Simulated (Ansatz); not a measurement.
# ClHTa: the cost of one run

Computed with Ansatz 0.2.0, Gaussian basis. Level: the settings change from run to run.

30 further runs of the same task are left out: 7 for a known fault of the program, 1 for a mislabelled method, 16 that didn't finish, 6 set aside as unsound or not needed.

### Step 1. What is computed

The geometry derives from a PBE0/def2-TZVP stationary point (not a proven minimum). One bond is set to the value named and the two fragments are kept rigid. No spin-orbit coupling is included. Elements past krypton take def2 core potentials.

3 atoms, charge 0, spin multiplicity 4.

Atoms are counted from 1 here; the program's logs count them from 0.

Bond lengths: Ta1–H3 1.862 Å.

### Step 2. CCSD(T)/def2-SVP

Input file in.yaml:

```yaml
crystal:
  periodic: [false, false, false]
  atoms:
    - {symbol: Ta, position_ang: [0.000000, 0.000000, 0.796167]}
    - {symbol: Cl, position_ang: [0.000000, 0.000000, -3.454833]}
    - {symbol: H, position_ang: [0.000000, 0.000000, 2.658667]}
basis:
  gaussian: {orbitals: def2-SVP}
magnetization: {spin_polarized: false, initial_magnetization: 3}
hamiltonian: {xc: {name: r2SCAN}}
correlation: {method: ccsd_t, electrons: outside_noble_gas}
accuracy: high
```

Run with:

```bash
$ ansatz run in.yaml --threads 1 --pin off --events-out ev --progress --plain --max-ram 2393MiB
```

**Question.** How long does this run take on 1 thread of Arm Neoverse V2, shared host, and how much memory does it need?

About 1.9 min, with a peak of 0.44 GiB.
